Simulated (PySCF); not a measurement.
# The bond of PbCl+, level by level

One table from this session's results is given with a row withheld; the runs are named, their logs left out.

Computed with PySCF 2.14.0. Level: Pb def2-SVPD with ECP60, Cl def2-SVPD, scalar-relativistic core potentials.

Set-up of the first run:

A driver script around PySCF takes these settings:

* atoms: Pb, Cl
* charge: 1
* basis: Pb def2-SVPD with ECP60, Cl def2-SVPD
* Hamiltonian: scalar-relativistic core potentials
* basis functions: 59
* electrons treated: 38
* masses in u: 207.9766, 34.9689
* levels: PBE0, PBE, r²SCAN, LDA, r²SCAN0, M06-2X, CAM-B3LYP, HF, MP2, SCS-MP2, CCSD, CCSD(T)
* grid: 80 radial by 434 angular points
* occupations: held fixed by the projection of orbital angular momentum
* dissociation limit: Pb+ + Cl, each in its ground configuration
* starting distance in angstrom: 2.465
* values of 2S to try: 0, 2

Run with:

```bash
OMP_NUM_THREADS=1 python dia.py task.json out
```

Steps of the session up to this table: Input; The PBE0 curve of the state that the search chose; Higher solutions at PBE0; PBE (GGA); r²SCAN (meta-GGA); LDA (local density); r²SCAN0 (hybrid meta-GGA); M06-2X (hybrid meta-GGA); CAM-B3LYP; RHF (mean field); Adding correlation.

One of the session's tables, all rows but one given; the rest of the session is left out.

It belongs to the step «The curves together». Energy (eV) from each level's lowest point:

| R (Å) | RHF | RHF-MP2 | RHF-SCS-MP2 | RHF-CCSD | RHF-CCSD(T) |
| --- | --- | --- | --- | --- | --- |
| 2.067 | 1.441 | 1.454 | 1.485 | n/a | n/a |
| 2.163 | 0.642 | 0.653 | 0.674 | 0.673 | 0.696 |
| 2.259 | 0.203 | 0.210 | 0.222 | 0.222 | 0.236 |
| 2.331 | ? | ? | ? | ? | ? |
| 2.403 | 0.000 | 0.000 | 0.000 | 0.000 | 0.000 |
| 2.475 | 0.038 | 0.034 | 0.028 | 0.028 | 0.021 |
| 2.571 | 0.186 | 0.176 | 0.162 | 0.162 | 0.144 |
| 2.691 | 0.474 | 0.456 | 0.433 | 0.432 | 0.400 |
| 2.836 | 0.907 | 0.877 | 0.842 | 0.840 | 0.791 |
| 3.028 | 1.543 | 1.492 | 1.442 | n/a | n/a |

Estimate the missing values for R (Å) = 2.331.

Worked estimate for «RHF». A straight line through the neighbours (2.259, 0.203) and (2.403, 0.000) gives 0.203 + (0.000 − 0.203) × (2.331 − 2.259) / (2.403 − 2.259) = 0.102; a parabola fitted to 4 rows on both sides gives 0.041.

**Answer.** RHF: 0.046; RHF-MP2: 0.050; RHF-SCS-MP2: 0.056; RHF-CCSD: 0.056; RHF-CCSD(T): 0.063. In «RHF» the line misses by +0.056 and the parabola by -0.005.
